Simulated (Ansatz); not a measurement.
# ClH5OSi2: vertical spin-state energies

Which spin state of ClH5OSi2 lies lowest at this geometry? A script is to give vertical spin-state energies; the system is ClH5OSi2. SMILES: O[SiH]([SiH3])Cl.

Computed with the Python package of Ansatz 0.2.0. Level of theory: r2SCAN+D4/6-31G.

## 1. Starting point

Bond lengths: O1–Si2 1.667 Å, Si2–Si3 2.290 Å, Si2–Cl4 1.974 Å, O1–H5 1.029 Å, Si2–H6 1.498 Å, Si3–H7 1.552 Å, Si3–H8 1.461 Å, Si3–H9 1.516 Å. Angles: O1–Si2–Si3 111.1°, O1–Si2–Cl4 104.4°, O1–Si2–H6 108.9°, Si3–Si2–Cl4 111.6°, Si3–Si2–H6 113.2°, Cl4–Si2–H6 107.2°, Si2–O1–H5 112.1°, Si2–Si3–H7 110.5°, Si2–Si3–H8 112.2°, Si2–Si3–H9 111.5°, H7–Si3–H8 105.5°, H7–Si3–H9 105.3°, H8–Si3–H9 111.5°.

Input file clh5osi2.xyz:

```xyz
9

O     0.60640    1.14900   -1.51520
Si   -0.21390    0.84660   -0.09550
Si    0.30890   -1.22250    0.73510
Cl   -2.11970    0.96820   -0.59390
H    -0.03340    1.33780   -2.29850
H     0.06230    1.95740    0.87130
H     1.81760   -1.29970    1.08900
H     0.08160   -2.28340   -0.24340
H    -0.42130   -1.49970    2.03400
```

## 2. Script

Input file spin_clh5osi2.py:

```python
'''Gap between spin states of ClH5OSi2 at one geometry.'''

import ansatz as az

BASIS = '6-31G'
XC = 'r2SCAN'
DISPERSION = 'd4'


def main() -> None:
    system = az.Crystal.molecule_from_extxyz('clh5osi2.xyz')

    job = (
        system.calculation()
        .basis(gaussian=BASIS)
        .functional(XC, dispersion=DISPERSION)
    )
    found = {}
    for unpaired in [0, 2]:
        rep = job.spin('collinear', total=unpaired).run(threads=1).report
        s = unpaired / 2
        found[unpaired] = rep['free_energy_ev']
        print(f'2S+1 = {unpaired + 1}: E = {found[unpaired]:.5f} eV, <S^2> = {abs(rep["mean_field"]["state"]["spin_squared"]):.3f} (pure state {s * (s + 1):.2f})')
    lowest = min(found, key=found.get)
    for unpaired, e in found.items():
        print(f'multiplicity {unpaired + 1}: {23.060548 * (e - found[lowest]):.1f} kcal/mol above the lowest')


if __name__ == '__main__':
    main()
```

## 3. The input behind the calls

The package turns the script's settings into the engine's input (first run):

```yaml
crystal:
  periodic: [false, false, false]
  atoms:
    - { symbol: O, position_ang: [0.6064, 1.149, -1.5152] }
    - { symbol: Si, position_ang: [-0.2139, 0.8466, -0.0955] }
    - { symbol: Si, position_ang: [0.3089, -1.2225, 0.7351] }
    - { symbol: Cl, position_ang: [-2.1197, 0.9682, -0.5939] }
    - { symbol: H, position_ang: [-0.0334, 1.3378, -2.2985] }
    - { symbol: H, position_ang: [0.0623, 1.9574, 0.8713] }
    - { symbol: H, position_ang: [1.8176, -1.2997, 1.089] }
    - { symbol: H, position_ang: [0.0816, -2.2834, -0.2434] }
    - { symbol: H, position_ang: [-0.4213, -1.4997, 2.034] }
basis:
  gaussian:
    orbitals: "6-31G"
hamiltonian:
  xc: r2scan
  dispersion: d4
magnetization:
  spin_polarized: true
  initial_magnetization: 0.0
```

## 4. The run

Command:

```console
$ python spin_clh5osi2.py
```

**Question.** Which spin state is lowest at this geometry, and how far above lie the others?

As calculated:

```
        quantity             value
   runs compared                 2
          lowest  run 1 (2S+1 = 1)
next above it by          5.924 eV
```

In order: multiplicity 1 (+0.00 eV) and multiplicity 3 (+5.92 eV), all at the one geometry. The geometry is a force-field or estimated start, not a minimum of this method, and the basis set is short of its limit. All parts are taken at fixed geometry, without zero-point energy.
